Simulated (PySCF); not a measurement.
# C₇H₁₃N: magnetic properties

Programs: PySCF 2.14.0, with routines of our own; each step states its level. All values are computed. Atoms count from 0.

## Step 1: The starting structure

21 atoms, charge 0, multiplicity 1; geometry from: GFN2-xTB.

## Step 2: Magnetic properties: GIAO HF/pcSseg-1

The job: settings as JSON, then the geometry in Å.

```
{"job": {"kind": "mag", "xc": "HF", "basis": "pcSseg-1", "isotopologues": 2}, "charge": 0, "multiplicity": 1}
C      2.234137    -1.162218     0.269006
C      1.504345     0.154836     0.506095
C      0.074412     0.167094    -0.052495
C     -0.548729     1.559166     0.122930
C     -1.871228     1.707372    -0.618645
C     -0.765464    -0.883186     0.643883
C     -0.973055    -2.205923     0.083682
N     -1.970796    -1.460696    -0.044081
H      1.755649    -1.974796     0.809766
H      2.245228    -1.408174    -0.791009
H      3.263509    -1.087624     0.612376
H      2.067692     0.963084     0.034856
H      1.466276     0.360580     1.578474
H      0.108272    -0.069475    -1.122658
H      0.156330     2.309490    -0.242960
H     -0.704164     1.744044     1.188355
H     -2.579545     0.951738    -0.292965
H     -1.720391     1.592936    -1.689899
H     -2.299265     2.690233    -0.435009
H     -0.856645    -0.753712     1.719264
H     -0.595487    -3.177827    -0.124735
```

Level: GIAO HF/pcSseg-1 magnetisability, rotational g tensor and spin-rotation constants, non-relativistic, gas phase.

Run with:

```bash
$ OMP_NUM_THREADS=1 python excited_run.py task.json out
```

One launch serves the whole session: the jobs run in the order shown.

**Question.** How long does this first job take on 1 thread of Arm Neoverse V1, shared host, and how much memory does it need?

About 31 s, with a peak of 0.98 GiB.
